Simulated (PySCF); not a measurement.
# C5H6O2: excited states, first hyperpolarisability

Wanted: excited states, first hyperpolarisability for C5H6O2 (`COc1ccco1`).

Computed with PySCF 2.14.0 and routines of our own; the level stands in each step. Atoms count from 0.

## Step 1: The system as given

13 atoms, charge 0, multiplicity 1; geometry from: GFN2-xTB.

## Step 2: Optimising the geometry at PBE0-D3(BJ)/def2-SVP

Job settings and geometry (Å):

```
{"job": {"xc": "PBE0", "basis": "def2-SVP", "d3": "d3bj", "grid": 2, "kind": "geom"}, "charge": 0, "multiplicity": 1}
C     -2.286061     0.282213    -0.143545
O     -1.362080    -0.778997    -0.001099
C     -0.071903    -0.419423     0.107227
C      1.025276    -1.215456     0.255536
C      2.128903    -0.325444     0.319751
C      1.623546     0.926915     0.206491
O      0.271601     0.880322     0.075926
H     -2.251960     0.952467     0.720123
H     -2.084552     0.861081    -1.049414
H     -3.265771    -0.185275    -0.212784
H      1.035985    -2.282263     0.310181
H      3.158731    -0.593892     0.434878
H      2.073898     1.898236     0.201818
```

The run is started by

```bash
$ OMP_NUM_THREADS=1 python excited_run.py task.json out
```

One launch serves the whole session: the jobs run in the order shown.

The program printed:

```text
step   0  E = -343.91383708  max force = 0.013437
step   1  E = -343.91541352  max force = 0.004999
step   2  E = -343.91540783  max force = 0.003124
step   3  E = -343.91547191  max force = 0.000499
step   4  E = -343.91547172  max force = 0.000686
step   5  E = -343.91547246  max force = 0.000449
optimisation converged
```

It took 40 s on 1 thread of Arm Neoverse V1, shared host; peak memory 0.69 GiB.

The steps of the relaxation:

| step | energy from step 0 (eV) | largest force component (eV/Å) |
| --- | --- | --- |
| 0 | 0.0000 | 0.6910 |
| 1 | -0.0429 | 0.2571 |
| 2 | -0.0427 | 0.1606 |
| 3 | -0.0445 | 0.0257 |
| 4 | -0.0445 | 0.0353 |
| 5 | -0.0445 | 0.0231 |

Close pairs (by a distance rule), those that changed most:

| bond | before (Å) | after (Å) | change (Å) |
| --- | --- | --- | --- |
| C4–H11 | 1.070 | 1.088 | +0.018 |
| C3–H10 | 1.068 | 1.086 | +0.018 |
| O1–C2 | 1.344 | 1.327 | -0.017 |
| C5–H12 | 1.071 | 1.085 | +0.015 |
| C3–C4 | 1.419 | 1.433 | +0.014 |
| C0–H9 | 1.088 | 1.097 | +0.009 |
| C0–H8 | 1.094 | 1.102 | +0.008 |
| C0–H7 | 1.094 | 1.102 | +0.008 |

The next job starts from the end point, and lists it.

| at the end point | value |
| --- | --- |
| point group (found at 0.08 Å tolerance) | Cs |
| rotational constants (GHz, main isotopes) | 7.578, 2.190, 1.717 |
| dipole moment (D) | 1.19 |

## Step 3: Excited states: TDA CAM-B3LYP/def2-TZVPD

Job settings and geometry (Å):

```
{"job": {"kind": "states", "xc": "CAM-B3LYP", "basis": "def2-TZVPD", "tda": true, "soc": true, "nstates": 6, "ntriplets": 5, "nquad": 4}, "charge": 0, "multiplicity": 1}
C     -2.022975     0.446948     0.267976
O     -1.123341    -0.628890     0.411939
C      0.168075    -0.344592     0.520782
C      1.248109    -1.168780     0.665877
C      2.378314    -0.289869     0.729422
C      1.898840     0.977045     0.619159
O      0.538744     0.944493     0.490630
H     -1.983609     1.125130     1.135714
H     -1.811856     1.030831    -0.642507
H     -3.023001     0.003184     0.194926
H      1.227011    -2.253107     0.718820
H      3.422531    -0.574003     0.843771
H      2.352792     1.962882     0.612336
```

Level: TDA CAM-B3LYP/def2-TZVPD excited states, vertical, gas phase, spin-orbit mean-field couplings.

The program printed:

```text
coarse grid: 11328 points
cycle   1  E = -344.4438952058  dE =  1.533e+00  |g| = 6.872e-01  |ddm| = 4.078e+00
cycle   2  E = -344.4341540742  dE =  9.741e-03  |g| = 7.739e-01  |ddm| = 1.274e+00
cycle   3  E = -344.5301175988  dE = -9.596e-02  |g| = 6.245e-02  |ddm| = 5.424e-01
cycle   4  E = -344.5306078752  dE = -4.903e-04  |g| = 3.484e-02  |ddm| = 1.049e-01
cycle   5  E = -344.5308579134  dE = -2.500e-04  |g| = 1.139e-02  |ddm| = 4.769e-02
cycle   6  E = -344.5308863065  dE = -2.839e-05  |g| = 2.932e-03  |ddm| = 1.318e-02
cycle   7  E = -344.5308881520  dE = -1.845e-06  |g| = 8.084e-04  |ddm| = 3.782e-03
final grid: 110688 points
cycle   8  E = -344.5261153162  dE = -4.893e-05  |g| = 4.137e-03  |ddm| = 2.064e-01
cycle   9  E = -344.5261155650  dE = -2.487e-07  |g| = 4.149e-03  |ddm| = 1.447e-02
cycle  10  E = -344.5261187482  dE = -3.183e-06  |g| = 7.365e-04  |ddm| = 3.903e-03
cycle  11  E = -344.5261188338  dE = -8.562e-08  |g| = 2.275e-04  |ddm| = 8.960e-04
cycle  12  E = -344.5261188449  dE = -1.114e-08  |g| = 3.807e-05  |ddm| = 4.647e-04
cycle  13  E = -344.5261188452  dE = -2.492e-10  |g| = 1.944e-05  |ddm| = 7.393e-05
converged SCF energy = -344.5261188452

Singlet excitations
state   eV       nm        f     d(h-e)  d(exc)  Lambda  PR(NTO)  |dmu|/D   mu/D   main configurations
  1   5.2928   234.3   0.00061   0.796   3.906   0.245   1.017    2.994    2.325   H->L 0.79, H->L+1 0.09
  2   5.9363   208.9   0.02262   1.187   4.186   0.250   1.038    5.285    5.472   H->L+1 0.60, H->L+2 0.27
  3   6.0090   206.3   0.22921   0.790   2.960   0.701   1.079    2.464    2.209   H->L+3 0.94
  4   6.1018   203.2   0.00070   0.625   4.418   0.259   1.020    2.527    2.183   H->L+2 0.64, H->L+1 0.21, H->L 0.09
  5   6.5084   190.5   0.00404   1.306   4.583   0.255   1.024                     H->L+4 0.70, H->L+7 0.10
  6   6.6671   186.0   0.04403   0.915   3.643   0.417   1.064                     H->L+5 0.90

Triplet excitations (Tamm-Dancoff)
state   eV     d(h-e)  d(exc)  Lambda  PR(NTO)   main configurations
  1   3.8973   0.178   2.352   0.667   1.075   H->L+3 0.80, H->L+5 0.09
  2   5.2076   0.292   2.359   0.579   1.397   H->L+8 0.48, H->L+10 0.19, H-1->L+3 0.14
  3   5.2173   0.790   3.796   0.248   1.020   H->L 0.75, H->L+1 0.08
  4   5.8514   1.453   4.041   0.256   1.043   H->L+1 0.47, H->L+2 0.37
  5   6.0617   0.772   4.466   0.255   1.027   H->L+2 0.47, H->L+1 0.34, H->L 0.12
S1 - T1 = 1.3954 eV

Spin-orbit couplings |<S|Hso|T>| (cm-1)
             T1       T2       T3       T4       T5
S0        0.063    0.108    3.543    1.047    6.767
S1        1.387    0.421    0.121    1.361    0.868
S2        1.740    2.182    1.407    0.696    5.380
S3        0.012    0.092    1.144    2.134    2.490
S4        1.608    2.382    1.014    5.255    1.113
S5        6.646    3.904    0.668    2.806    2.912
S6        0.020    0.066    1.670    1.625    1.666
T1 sublevels (cm-1): 0.000 0.002 0.002   radiative rates (1/s): 0.0513 6.05e-05 0.0875
```

Wall time 75 s (1 thread of Arm Neoverse V1, shared host); peak memory 1.2 GiB.

In short:

| quantity | value |
| --- | --- |
| S1 less T1 | 1.40 eV |

Orbitals, density, ELF and potential are computed afterwards from the orbital file.

Frontier orbitals at CAM-B3LYP/def2-TZVPD, with the share of their density that lies nearest to each atom:

| orbital | energy (eV) | lies on |
| --- | --- | --- |
| HOMO | -7.08 | C5 26 %; C2, C3 about 20 % each; O1 15 % |
| LUMO | 0.82 | H7, H8, H9 about 20 % each; H12 8 %; O1, O6 about 7 % each |

ELF in a plane through or near 11 of the atoms.

Ten even steps from '0' (0.00) to '9' (1.00):
```
0000000000000000000000000000
0000000000000000000000000000
0000000000000000000000000000
0000000046510000000000000000
0000000799950000000000000000
0000001899960011000000000000
0000000389942677100000000000
0000000043347898102310000000
0000353367367266026641000000
0002999737615882023336640000
0005999932635246676199996000
0003999868728218427499996000
0000364125245524887029981000
0000000017985102786002510000
0000000059998100342000000000
0000000059998100000000000000
0000000005773000000000000000
0000000000000000000000000000
0000000000000000000000000000
0000000000000000000000000000
```
The map spans 11.7 Å across and 9.6 Å up, centred on the molecule. Atoms in the plane (x, y in Å): C0 (2.3, 0.1), O1 (1.3, -0.9), C2 (0.0, -0.4), C3 (-1.2, -1.1), C4 (-2.2, -0.1), C5 (-1.5, 1.1), O6 (-0.2, 0.9), H9 (3.3, -0.5), H10 (-1.3, -2.2), H11 (-3.2, -0.3), H12 (-1.8, 2.1).

On the surface of density 0.002 e/bohr³ the electrostatic potential runs, from the 1st to the 99th percentile, from -0.97 V near O1 to 1.02 V near H12.

## Step 4: Excited states: TDDFT CAM-B3LYP/def2-TZVPD

Settings changed since step 3:

```diff
@@ -1,2 +1,2 @@
-{"job": {"kind": "states", "xc": "CAM-B3LYP", "basis": "def2-TZVPD", "tda": true, "soc": true, "nstates": 6, "ntriplets": 5, "nquad": 4}, "charge": 0, "multiplicity": 1}
+{"job": {"kind": "states", "xc": "CAM-B3LYP", "basis": "def2-TZVPD", "tpa": true, "nstates": 8, "nquad": 6, "ntriplets": 0}, "charge": 0, "multiplicity": 1}
 C     -2.022975     0.446948     0.267976
```

Level: TDDFT CAM-B3LYP/def2-TZVPD excited states, vertical, gas phase, two-photon moments by quadratic response.

The program printed:

```text
coarse grid: 11328 points
cycle   1  E = -344.4438952058  dE =  1.533e+00  |g| = 6.872e-01  |ddm| = 4.078e+00
cycle   2  E = -344.4341540742  dE =  9.741e-03  |g| = 7.739e-01  |ddm| = 1.274e+00
cycle   3  E = -344.5301175988  dE = -9.596e-02  |g| = 6.245e-02  |ddm| = 5.424e-01
cycle   4  E = -344.5306078752  dE = -4.903e-04  |g| = 3.484e-02  |ddm| = 1.049e-01
cycle   5  E = -344.5308579134  dE = -2.500e-04  |g| = 1.139e-02  |ddm| = 4.769e-02
cycle   6  E = -344.5308863065  dE = -2.839e-05  |g| = 2.932e-03  |ddm| = 1.318e-02
cycle   7  E = -344.5308881520  dE = -1.845e-06  |g| = 8.084e-04  |ddm| = 3.782e-03
final grid: 110688 points
cycle   8  E = -344.5261153162  dE = -4.893e-05  |g| = 4.137e-03  |ddm| = 2.064e-01
cycle   9  E = -344.5261155650  dE = -2.487e-07  |g| = 4.149e-03  |ddm| = 1.447e-02
cycle  10  E = -344.5261187482  dE = -3.183e-06  |g| = 7.365e-04  |ddm| = 3.903e-03
cycle  11  E = -344.5261188338  dE = -8.562e-08  |g| = 2.275e-04  |ddm| = 8.960e-04
cycle  12  E = -344.5261188449  dE = -1.114e-08  |g| = 3.807e-05  |ddm| = 4.647e-04
cycle  13  E = -344.5261188452  dE = -2.492e-10  |g| = 1.944e-05  |ddm| = 7.393e-05
converged SCF energy = -344.5261188452

Singlet excitations
state   eV       nm        f     d(h-e)  d(exc)  Lambda  PR(NTO)  |dmu|/D   mu/D   delta(TPA)   sigma/GM   main configurations
  1   5.2884   234.4   0.00047   0.800   3.906   0.245   1.018    3.012    2.354       54.06      0.554   H->L 0.79, H->L+1 0.09
  2   5.7599   215.3   0.18001   0.697   2.796   0.697   1.124    2.101    2.152       69.19      0.841   H->L+3 0.97
  3   5.9315   209.0   0.02086   1.217   4.183   0.250   1.038    5.397    5.575       36.70      0.473   H->L+1 0.59, H->L+2 0.28
  4   6.0990   203.3   0.00055   0.640   4.427   0.259   1.020    2.591    2.231       22.99      0.313   H->L+2 0.63, H->L+1 0.22, H->L 0.09
  5   6.5027   190.7   0.00426   1.297   4.583   0.255   1.025    5.383    4.728       17.72      0.274   H->L+4 0.69, H->L+7 0.10
  6   6.5845   188.3   0.02877   0.870   3.663   0.428   1.087    3.422    3.366       53.17      0.845   H->L+5 0.85
  7   6.7403   183.9   0.00000   0.378   4.065   0.297   1.043                                            H->L+7 0.80, H->L+4 0.13
  8   6.8330   181.4   0.00522   0.793   4.370   0.233   1.064                                            H->L+6 0.87
```

It took 80 s on 1 thread of Arm Neoverse V1, shared host; peak memory 1.2 GiB.

## Step 5: First hyperpolarisability: quadratic response CAM-B3LYP/def2-TZVPD

Settings changed since step 4:

```diff
@@ -1,2 +1,2 @@
-{"job": {"kind": "states", "xc": "CAM-B3LYP", "basis": "def2-TZVPD", "tpa": true, "nstates": 8, "nquad": 6, "ntriplets": 0}, "charge": 0, "multiplicity": 1}
+{"job": {"kind": "beta", "xc": "CAM-B3LYP", "basis": "def2-TZVPD"}, "charge": 0, "multiplicity": 1}
 C     -2.022975     0.446948     0.267976
```

With the program's defaults for keys left out, this is: quadratic response CAM-B3LYP/def2-TZVPD first hyperpolarisability, Taylor convention, gas phase.

The program printed:

```text
coarse grid: 11328 points
cycle   1  E = -344.4438952058  dE =  1.533e+00  |g| = 6.872e-01  |ddm| = 4.078e+00
cycle   2  E = -344.4341540742  dE =  9.741e-03  |g| = 7.739e-01  |ddm| = 1.274e+00
cycle   3  E = -344.5301175988  dE = -9.596e-02  |g| = 6.245e-02  |ddm| = 5.424e-01
cycle   4  E = -344.5306078752  dE = -4.903e-04  |g| = 3.484e-02  |ddm| = 1.049e-01
cycle   5  E = -344.5308579134  dE = -2.500e-04  |g| = 1.139e-02  |ddm| = 4.769e-02
cycle   6  E = -344.5308863065  dE = -2.839e-05  |g| = 2.932e-03  |ddm| = 1.318e-02
cycle   7  E = -344.5308881520  dE = -1.845e-06  |g| = 8.084e-04  |ddm| = 3.782e-03
final grid: 110688 points
cycle   8  E = -344.5261153162  dE = -4.893e-05  |g| = 4.137e-03  |ddm| = 2.064e-01
cycle   9  E = -344.5261155650  dE = -2.487e-07  |g| = 4.149e-03  |ddm| = 1.447e-02
cycle  10  E = -344.5261187482  dE = -3.183e-06  |g| = 7.365e-04  |ddm| = 3.903e-03
cycle  11  E = -344.5261188338  dE = -8.562e-08  |g| = 2.275e-04  |ddm| = 8.960e-04
cycle  12  E = -344.5261188449  dE = -1.114e-08  |g| = 3.807e-05  |ddm| = 4.647e-04
cycle  13  E = -344.5261188452  dE = -2.492e-10  |g| = 1.944e-05  |ddm| = 7.393e-05
converged SCF energy = -344.5261188452

Lowest singlets (eV, f): 5.2884 0.0005  5.7599 0.1800  5.9315 0.0209

First hyperpolarisability (au)
process     nm      |vector|   parallel      HRS      DR
static         -      239.13      21.62      90.39   7.332
shg       1907.0      252.18      22.24      95.42   7.298
eope      1907.0      243.35      21.82          -       -
shg       1064.0      286.21      23.63     108.61   7.206
eope      1064.0      253.15      22.28          -       -
```

It took 66 s on 1 thread of Arm Neoverse V1, shared host; peak memory 1.2 GiB.

## Step 6: Excited states: TDA CAM-B3LYP/def2-TZVPD in water

Settings changed since step 5:

```diff
@@ -1,2 +1,2 @@
-{"job": {"kind": "beta", "xc": "CAM-B3LYP", "basis": "def2-TZVPD"}, "charge": 0, "multiplicity": 1}
+{"job": {"kind": "states", "xc": "CAM-B3LYP", "basis": "def2-TZVPD", "tda": true, "soc": true, "nstates": 6, "ntriplets": 5, "nquad": 4, "solvent": "water"}, "charge": 0, "multiplicity": 1}
 C     -2.022975     0.446948     0.267976
```

Method: TDA CAM-B3LYP/def2-TZVPD excited states, vertical, IEF-PCM water (non-equilibrium response), spin-orbit mean-field couplings.

The program printed:

```text
coarse grid: 11328 points
cycle   1  E = -344.4525453704  dE =  1.525e+00  |g| = 6.807e-01  |ddm| = 4.087e+00
cycle   2  E = -344.4440098914  dE =  8.535e-03  |g| = 7.623e-01  |ddm| = 1.268e+00
cycle   3  E = -344.5363422315  dE = -9.233e-02  |g| = 6.284e-02  |ddm| = 4.564e-01
cycle   4  E = -344.5368543340  dE = -5.121e-04  |g| = 3.487e-02  |ddm| = 1.162e-01
cycle   5  E = -344.5371121491  dE = -2.578e-04  |g| = 9.744e-03  |ddm| = 5.109e-02
cycle   6  E = -344.5371327695  dE = -2.062e-05  |g| = 2.289e-03  |ddm| = 1.308e-02
cycle   7  E = -344.5371338704  dE = -1.101e-06  |g| = 7.224e-04  |ddm| = 3.553e-03
final grid: 110688 points
cycle   8  E = -344.5323182302  dE = -4.931e-05  |g| = 4.115e-03  |ddm| = 2.126e-01
cycle   9  E = -344.5323185703  dE = -3.402e-07  |g| = 4.071e-03  |ddm| = 1.535e-02
cycle  10  E = -344.5323216120  dE = -3.042e-06  |g| = 7.084e-04  |ddm| = 3.731e-03
cycle  11  E = -344.5323216913  dE = -7.935e-08  |g| = 2.048e-04  |ddm| = 9.929e-04
cycle  12  E = -344.5323217006  dE = -9.252e-09  |g| = 2.597e-05  |ddm| = 5.127e-04
cycle  13  E = -344.5323217007  dE = -1.718e-10  |g| = 1.262e-05  |ddm| = 8.690e-05
converged SCF energy = -344.5323217007

Singlet excitations
state   eV       nm        f     d(h-e)  d(exc)  Lambda  PR(NTO)  |dmu|/D   mu/D   main configurations
  1   5.3129   233.4   0.00084   0.569   3.756   0.282   1.017    2.404    2.394   H->L 0.87
  2   5.9336   209.0   0.26818   0.762   2.885   0.715   1.073    2.663    2.473   H->L+3 0.95
  3   6.0934   203.5   0.02856   0.891   4.144   0.240   1.047    4.195    4.444   H->L+1 0.61, H->L+2 0.31
  4   6.2944   197.0   0.00005   0.278   4.369   0.246   1.021    1.160    1.429   H->L+2 0.62, H->L+1 0.26
  5   6.6230   187.2   0.06474   0.900   3.548   0.418   1.081                     H->L+5 0.88
  6   6.7282   184.3   0.00261   1.183   4.288   0.279   1.024                     H->L+7 0.46, H->L+4 0.36

Triplet excitations (Tamm-Dancoff)
state   eV     d(h-e)  d(exc)  Lambda  PR(NTO)   main configurations
  1   3.9161   0.175   2.352   0.687   1.074   H->L+3 0.83
  2   5.2149   0.302   2.368   0.581   1.379   H->L+8 0.47, H->L+10 0.20, H-1->L+3 0.14
  3   5.2361   0.620   3.662   0.283   1.019   H->L 0.84
  4   6.0265   1.124   4.053   0.243   1.052   H->L+1 0.54, H->L+2 0.34
  5   6.2748   0.284   4.359   0.246   1.028   H->L+2 0.57, H->L+1 0.30
S1 - T1 = 1.3969 eV

Spin-orbit couplings |<S|Hso|T>| (cm-1)
             T1       T2       T3       T4       T5
S0        0.063    0.101    3.171    1.142    5.174
S1        1.001    0.536    0.137    2.140    1.045
S2        0.011    0.089    1.001    2.104    3.244
S3        1.767    2.535    2.246    0.243    8.158
S4        2.377    2.678    0.926    7.896    0.546
S5        0.021    0.057    1.830    2.015    1.588
S6        6.861    4.105    0.455    0.074    4.754
T1 sublevels (cm-1): 0.000 0.002 0.002   radiative rates (1/s): 0.00698 0.432 0.000105
```

Run time: 66 s. Hardware: 1 thread of Arm Neoverse V1, shared host; peak memory 1.2 GiB.

In short:

| quantity | value |
| --- | --- |
| S1 less T1 | 1.40 eV |

## Step 7: Summary of results

```
                                                  quantity                                                value
                                               point group                                                   Cs
                      rotational constants (main isotopes)                                 7.58, 2.19, 1.72 GHz
             S1 less T1 (step 3, TDA CAM-B3LYP/def2-TZVPD)                                              1.40 eV
                     surface potential, 1st and 99th percentile                                   -0.97 V and 1.02 V
β vector (step 5, quadratic response CAM-B3LYP/def2-TZVPD)  static 239, SHG 1907.0 nm 252, SHG 1064.0 nm 286 au
    S1 less T1 (step 6, TDA CAM-B3LYP/def2-TZVPD in water)                                              1.40 eV
```

In words: Over 5 steps the energy fell by 0.045 eV; of the close pairs, C4–H11 changed most, 1.070 to 1.088 Å. In step 3, the number of triplets below S1 is 3, and the largest singlet-triplet spin-orbit coupling is S0–T5, 6.77 cm⁻¹. β grows from 239 au (static) to 286 au for doubling at 1064.0 nm: normal dispersion, which grows as twice the photon energy moves toward the bright states. In step 6, the number of triplets below S1 is 3, and the largest singlet-triplet spin-orbit coupling is S3–T5, 8.16 cm⁻¹.
